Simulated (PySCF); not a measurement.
# A diatomic session: CI

One table from this session's results is given with a row withheld; the runs are named, their logs left out.

The runs use PySCF 2.14.0; C def2-SVPD, I def2-SVPD with ECP28, scalar-relativistic core potentials.

The first run:

A driver script around PySCF takes these settings:

* atoms: C, I
* charge: 0
* basis: C def2-SVPD, I def2-SVPD with ECP28
* Hamiltonian: scalar-relativistic core potentials
* basis functions: 55
* electrons treated: 31
* masses in u: 12.0000, 126.9045
* levels: PBE0, PBE, r²SCAN, MN15, BHandHLYP, r²SCANh, HF, MP2, SCS-MP2
* grid: 80 radial by 434 angular points
* occupations: held fixed by the projection of orbital angular momentum
* dissociation limit: C + I, each in its ground configuration
* starting distance in angstrom: 2.020
* values of 2S to try: 1, 3

Command:

```console
$ OMP_NUM_THREADS=1 python dia.py task.json out
```

Steps of the session up to this table: Set-up; First curve: PBE0; Higher solutions at PBE0; PBE; r²SCAN; MN15; BHandHLYP; r²SCANh; UHF (mean field).

One table of the session follows, with a row left open; its other results are not shown here.

It belongs to the step «The curves together». Energy (eV) from each level's lowest point:

```
R (Å)    UHF  UHF-MP2  UHF-SCS-MP2    PBE  r²SCAN
1.756  1.226    1.023        1.071  1.107   1.095
1.838  0.577    0.442        0.477  0.501   0.491
1.919  0.207    0.132        0.153  0.166   0.159
1.981  0.062    0.026        0.037  0.043   0.039
2.042  0.000    0.000        0.000  0.000   0.000
2.103      ?        ?            ?      ?       ?
2.185  0.075    0.152        0.130  0.114   0.122
2.287  0.236    0.424        0.392  0.309   0.321
2.410  0.431    0.945        0.904  0.607   0.625
2.573  0.604    1.494        1.436  1.045   1.071
```

**Question.** Estimate the row for R (Å) = 2.103.

Worked estimate for «UHF». A straight line through the neighbours (2.042, 0.000) and (2.185, 0.075) gives 0.000 + (0.075 − 0.000) × (2.103 − 2.042) / (2.185 − 2.042) = 0.032; a parabola fitted to 4 rows on both sides gives 0.008.

**Answer.** UHF: 0.002; UHF-MP2: 0.034; UHF-SCS-MP2: 0.024; PBE: 0.019; r²SCAN: 0.022. In «UHF» the line misses by +0.030 and the parabola by +0.006.

State 2 has its PBE0 minimum 1.51 eV higher. The other levels ran on the lowest alone.
